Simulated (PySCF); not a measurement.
# C8H8: a look at the electrons

For C8H8, the scripts below compute its lowest excited states, probe its ring current by NICS and measure its response to a uniform field.

The runs use PySCF 2.14.0; levels as typed in each script, gas phase, geometry from GFN2-xTB.

### 1 The starting structure

SMILES `C12C3C4C1C5C2C3C45`, 16 atoms, charge 0, spin multiplicity 1.

Bond lengths: C1–C2 1.543 Å, C1–C4 1.543 Å, C1–C6 1.543 Å, C1–H9 1.084 Å, C2–C3 1.543 Å, C2–C7 1.543 Å, C2–H10 1.084 Å, C3–C4 1.543 Å, C3–C8 1.543 Å, C3–H11 1.084 Å, C4–C5 1.543 Å, C4–H12 1.084 Å, C5–C6 1.543 Å, C5–C8 1.543 Å, C5–H13 1.084 Å, C6–C7 1.543 Å, C6–H14 1.084 Å, C7–C8 1.543 Å and more. Angles: C2–C1–C4 90.0°, C2–C1–C6 90.0°, C2–C1–H9 125.3°, C4–C1–C6 90.0°, C4–C1–H9 125.3°, C6–C1–H9 125.3°, C1–C2–C3 90.0°, C1–C2–C7 90.0°, C1–C2–H10 125.3°, C3–C2–C7 90.0°, C3–C2–H10 125.3°, C7–C2–H10 125.3°, C2–C3–C4 90.0°, C2–C3–C8 90.0°, C2–C3–H11 125.3°, C4–C3–C8 90.0°, C4–C3–H11 125.3°, C8–C3–H11 125.3° and more.

Coordinates:

```xyz
16

C     0.4580    1.2291    0.2566
C    -0.8006    0.9028   -0.5747
C    -0.0214   -0.2006   -1.3212
C     1.2372    0.1257   -0.4897
C     0.8006   -0.9027    0.5747
C     0.0214    0.2005    1.3212
C    -1.2372   -0.1258    0.4898
C    -0.4580   -1.2291   -0.2567
H     0.8294    2.2257    0.4647
H    -1.4499    1.6349   -1.0406
H    -0.0387   -0.3632   -2.3925
H     2.2403    0.2276   -0.8869
H     1.4499   -1.6347    1.0406
H     0.0388    0.3630    2.3925
H    -2.2403   -0.2278    0.8870
H    -0.8295   -2.2256   -0.4647
```

### 2 Excited states (B3LYP/def2-svp)

input.py

```python
import numpy as np
from pyscf import gto, scf, dft, tdscf
from pyscf.scf import atom_ks, atom_hf
from scipy.linalg import block_diag

def solve(mol, dm0=None, hcore=None):
    mf = (dft.UKS if mol.spin else dft.RKS)(mol, xc='b3lyp')
    mf.grids.level = 3
    mf = mf.density_fit(auxbasis='def2-universal-jkfit')
    mf.conv_tol, mf.max_cycle = 1e-8, 80
    if hcore is not None:
        mf.get_hcore = lambda *args: hcore
    mf.kernel(dm0)
    if not mf.converged:
        mf = mf.newton().run(mf.mo_coeff, mf.mo_occ, max_cycle=30)
    assert mf.converged, 'SCF not converged'
    return mf

mol = gto.M(atom='''
C      0.45798     1.22910     0.25665
C     -0.80062     0.90284    -0.57468
C     -0.02137    -0.20058    -1.32121
C      1.23716     0.12571    -0.48974
C      0.80064    -0.90273     0.57467
C      0.02144     0.20051     1.32121
C     -1.23720    -0.12579     0.48975
C     -0.45803    -1.22906    -0.25666
H      0.82942     2.22568     0.46470
H     -1.44985     1.63487    -1.04059
H     -0.03873    -0.36316    -2.39251
H      2.24029     0.22762    -0.88694
H      1.44994    -1.63468     1.04060
H      0.03876     0.36304     2.39253
H     -2.24032    -0.22777     0.88696
H     -0.82948    -2.22564    -0.46471
''', basis='def2-svp', charge=0, spin=0, verbose=4)
mf = solve(mol)
td = mf.TDDFT()
td.nstates, td.singlet, td.conv_tol = 6, True, 1e-5
td.kernel()
td.analyze()
x, y = np.array([p[0] for p in td.xy]), np.array([p[1] + 0 * p[0] for p in td.xy])
f, mu = td.oscillator_strength(), td.transition_dipole()
nto = [td.get_nto(state=i + 1, verbose=4) for i in range(len(td.e))]
# spherically averaged free atoms, for the promolecule
atm = atom_ks.get_atm_nrks(mol, xc='b3lyp')
pro = block_diag(*[(atm[a[0]][2] * atm[a[0]][3]) @ atm[a[0]][2].T for a in mol._atom])
np.savez('result.npz', e=td.e, f=f, ok=td.converged, w=[n[0] for n in nto], nto=[n[1] for n in nto], x=x, y=y, c=mf.mo_coeff, occ=mf.mo_occ, eps=mf.mo_energy, pro=pro, mu=mu)
```

Command:

```console
> OMP_NUM_THREADS=1 python input.py
```

### 4 Ring currents (B3LYP/6-31g*)

input.py

```python
import numpy as np
from pyscf import gto, scf, dft
from pyscf.prop import nmr
from pyscf.data import nist

def solve(mol, dm0=None, hcore=None):
    mf = (dft.UKS if mol.spin else dft.RKS)(mol, xc='b3lyp')
    mf.grids.level = 3
    mf.conv_tol, mf.max_cycle = 1e-8, 80
    if hcore is not None:
        mf.get_hcore = lambda *args: hcore
    mf.kernel(dm0)
    if not mf.converged:
        mf = mf.newton().run(mf.mo_coeff, mf.mo_occ, max_cycle=30)
    assert mf.converged, 'SCF not converged'
    return mf

mol = gto.M(atom='''
C      0.45798     1.22910     0.25665
C     -0.80062     0.90284    -0.57468
C     -0.02137    -0.20058    -1.32121
C      1.23716     0.12571    -0.48974
C      0.80064    -0.90273     0.57467
C      0.02144     0.20051     1.32121
C     -1.23720    -0.12579     0.48975
C     -0.45803    -1.22906    -0.25666
H      0.82942     2.22568     0.46470
H     -1.44985     1.63487    -1.04059
H     -0.03873    -0.36316    -2.39251
H      2.24029     0.22762    -0.88694
H      1.44994    -1.63468     1.04060
H      0.03876     0.36304     2.39253
H     -2.24032    -0.22777     0.88696
H     -0.82948    -2.22564    -0.46471
''', basis='6-31g*', charge=0, spin=0, verbose=4)
mf = solve(mol)
vxc = nmr.rks.get_vxc_giao  # smaller grid blocks
nmr.rks.get_vxc_giao = lambda *a, **k: vxc(*a, **{**k, 'max_memory': 300})
calc = nmr.RKS(mf)
calc.cphf = True
nuclei = calc.kernel()
mo1 = calc.mo10
# ring centres and points 1 angstrom above and below them
points = np.array([
    [0.2183, 0.5143, -0.5322],
    [-0.0646, -0.1522, 0.1576],
    [0.5012, 1.1807, -1.2220],
    [-0.3896, 0.5517, 0.3732],
    [-0.8945, 1.2666, 0.8570],
    [0.1153, -0.1632, -0.1105],
    [0.6293, 0.1631, 0.4157],
    [1.4448, 0.3746, 0.9544],
    [-0.1862, -0.0483, -0.1230],
    [-0.6293, -0.1631, -0.4157],
    [0.1862, 0.0483, 0.1231],
    [-1.4448, -0.3746, -0.9545],
    [0.3896, -0.5517, -0.3732],
    [-0.1153, 0.1633, 0.1105],
    [0.8945, -1.2666, -0.8569],
]) / nist.BOHR
mol.atom_coord = lambda i, unit='Bohr': points[i]
idx = range(len(points))
sigma = (calc.dia(shielding_nuc=idx) + calc.para(mo10=mo1, shielding_nuc=idx)[0]) * nist.ALPHA**2 * 1e6
for p, t in zip(points, sigma):
    print('NICS at %8.4f %8.4f %8.4f  %8.2f ppm' % (*(p * nist.BOHR), -t.trace() / 3))
occ = mf.mo_coeff[:, mf.mo_occ > 0]
dm1 = np.array([mf.mo_coeff @ (2 * x) @ occ.T for x in mo1])
np.savez('result.npz', sigma=sigma, nuclei=nuclei, dm0=mf.make_rdm1(), dm1=dm1, e=mf.e_tot, eps=mf.mo_energy, occ=mf.mo_occ)
```

### 6 Response to an electric field (HF/6-31+g*)

input.py

```python
import numpy as np
from pyscf import gto, scf, dft
from pyscf.scf import atom_ks, atom_hf
from scipy.linalg import block_diag

def solve(mol, dm0=None, hcore=None):
    mf = scf.UHF(mol) if mol.spin else scf.RHF(mol)
    mf = mf.density_fit(auxbasis='def2-universal-jkfit')
    mf.conv_tol, mf.max_cycle = 1e-8, 80
    if hcore is not None:
        mf.get_hcore = lambda *args: hcore
    mf.kernel(dm0)
    if not mf.converged:
        mf = mf.newton().run(mf.mo_coeff, mf.mo_occ, max_cycle=30)
    assert mf.converged, 'SCF not converged'
    return mf

mol = gto.M(atom='''
C      0.45798     1.22910     0.25665
C     -0.80062     0.90284    -0.57468
C     -0.02137    -0.20058    -1.32121
C      1.23716     0.12571    -0.48974
C      0.80064    -0.90273     0.57467
C      0.02144     0.20051     1.32121
C     -1.23720    -0.12579     0.48975
C     -0.45803    -1.22906    -0.25666
H      0.82942     2.22568     0.46470
H     -1.44985     1.63487    -1.04059
H     -0.03873    -0.36316    -2.39251
H      2.24029     0.22762    -0.88694
H      1.44994    -1.63468     1.04060
H      0.03876     0.36304     2.39253
H     -2.24032    -0.22777     0.88696
H     -0.82948    -2.22564    -0.46471
''', basis='6-31+g*', charge=0, spin=0, verbose=4)
field = np.array([0.004, 0.0, 0.0])  # atomic units
mol.set_common_orig(mol.atom_charges() @ mol.atom_coords() / mol.atom_charges().sum())
mf = solve(mol)
out = dict(dm0=mf.make_rdm1(), d0=mf.dip_moment(unit='AU'), e0=mf.e_tot)
for name, sign in (('p', 1), ('m', -1)):
    h = mf.get_hcore() + sign * np.einsum('x,xij->ij', field, mol.intor('int1e_r'))
    mi = solve(mol, mf.make_rdm1(), h)
    out.update({'dm' + name: mi.make_rdm1(), 'd' + name: mi.dip_moment(unit='AU'), 'e' + name: mi.e_tot})
# spherically averaged free atoms, for the promolecule
atm = scf.atom_hf.get_atm_nrhf(mol)
pro = block_diag(*[(atm[a[0]][2] * atm[a[0]][3]) @ atm[a[0]][2].T for a in mol._atom])
np.savez('result.npz', pro=pro, **out)
```

(Steps that only read results are left out.)

Before running it: what results should come out? Wanted: lowest singlet excitation; NICS(1)zz, 4-membered ring C1/C2/C3/C4; NICS(1)zz, 4-membered ring C1/C2/C6/C7; NICS(1)zz, 4-membered ring C1/C4/C5/C6; NICS(1)zz, 4-membered ring C2/C3/C7/C8; polarisability along the field.

**Answer**, as computed:

| quantity | value |
| --- | --- |
| lowest singlet excitation (B3LYP/def2-svp) | 7.74 eV |
| NICS(1)zz, 4-membered ring C1/C2/C3/C4 (B3LYP/6-31g*) | +19.8 ppm |
| NICS(1)zz, 4-membered ring C1/C2/C6/C7 (B3LYP/6-31g*) | +19.8 ppm |
| NICS(1)zz, 4-membered ring C1/C4/C5/C6 (B3LYP/6-31g*) | +19.8 ppm |
| NICS(1)zz, 4-membered ring C2/C3/C7/C8 (B3LYP/6-31g*) | +19.8 ppm |
| polarisability along the field (HF/6-31+g*) | 67.7 bohr³ |

In words: The 4-membered ring C1/C2/C3/C4 is deshielded above its centre; in such a ring the values come largely from σ bonds and don't measure π aromaticity. The geometry was not optimised at these levels.
